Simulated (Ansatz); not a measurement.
# TaW2: the cost of one run

Program: Ansatz 0.2.0. Level of theory: DFT PBE, scalar-relativistic, plane waves, PAW. These are calculated values, not measurements.

1 further run of the same task is left out (it didn't finish). Runs told in other sessions of the task aren't counted.

## 1. The structure to begin with

It takes space group I4/mmm (No. 139, tetragonal). Conventional cell: a = 3.215 Å, b = 3.215 Å, c = 9.705 Å, α = 90.00°, β = 90.00°, γ = 90.00°. Around Ta (site symmetry 4/mmm) lie 10 W at 2.81 to 3.20 Å and 4 Ta at 3.21 Å. W (site symmetry 4mm) is surrounded by 4 W at 2.75 Å and 4 Ta at 2.81 Å.

As a file:

```
CELL_PARAMETERS angstrom
-1.60744 1.60744 4.85261
1.60744 -1.60744 4.85261
1.60744 1.60744 -4.85261
ATOMIC_POSITIONS crystal
Ta 0.00000 0.00000 0.00000
W 0.67048 0.67048 0.00000
W 0.32952 0.32952 0.00000
```

The cell was relaxed beforehand at this level, from a generated guess; it needn't be the stable form of this composition. At a tolerance of 0.05 Å it has space group I4/mmm (No. 139); it has 16.72 Å³/atom, an uncorrected energy of -0.11 eV/atom over the elements.

## 2. Static run: bands, density of states and charges

Input file input.yaml:

```yaml
crystal:
  lattice:
    - [-1.6074391325, 1.6074391325, 4.852614323]
    - [1.6074391325, -1.6074391325, 4.852614323]
    - [1.6074391325, 1.6074391325, -4.852614323]
  atoms:
    - { symbol: Ta, position: [0.0, 0.0, 0.0] }
    - { symbol: W, position: [0.6704772963, 0.6704772963, 0.0] }
    - { symbol: W, position: [0.3295227037, 0.3295227037, 0.0] }
basis:
  ecutwfc: 420
kpoints:
  mp_grid: { grid: [20, 20, 20] }
  band_path:
    path:
      - [[0.0, 0.0, 0.0], [0.0, 0.0, 0.5], [0.25, 0.25, 0.25], [0.0, 0.5, 0.0], [0.0, 0.0, 0.0], [0.5, 0.5, -0.5], [0.277432, 0.722568, -0.277432]]
      - [[-0.277432, 0.277432, 0.277432], [0.0, 0.0, 0.0]]
      - [[0.0, 0.0, 0.5], [-0.05486401, 0.05486401, 0.5]]
      - [[0.5, 0.5, -0.05486401], [0.5, 0.5, -0.5]]
    npoints: 14
hamiltonian:
  xc: pbe
scf:
  occupations: { method: gaussian, width: 0.1 }
  n_extra_bands: 7
output:
  forces: true
  stress: true
  eigenvalues: true
  populations: true
  dos: { projected: true, de: 0.02, nscf_kmesh: { grid: [24, 24, 24] } }
  bader: true
```

Run with:

```
> ansatz run input.yaml --threads 1 --pin off --max-ram 3072MiB --backend cpu --events-out ev --progress --plain --runs-dir out
```

What time and memory should one allow on 1 thread of Arm Neoverse V2, shared host?

About 2 min, with a peak of 1.2 GiB.
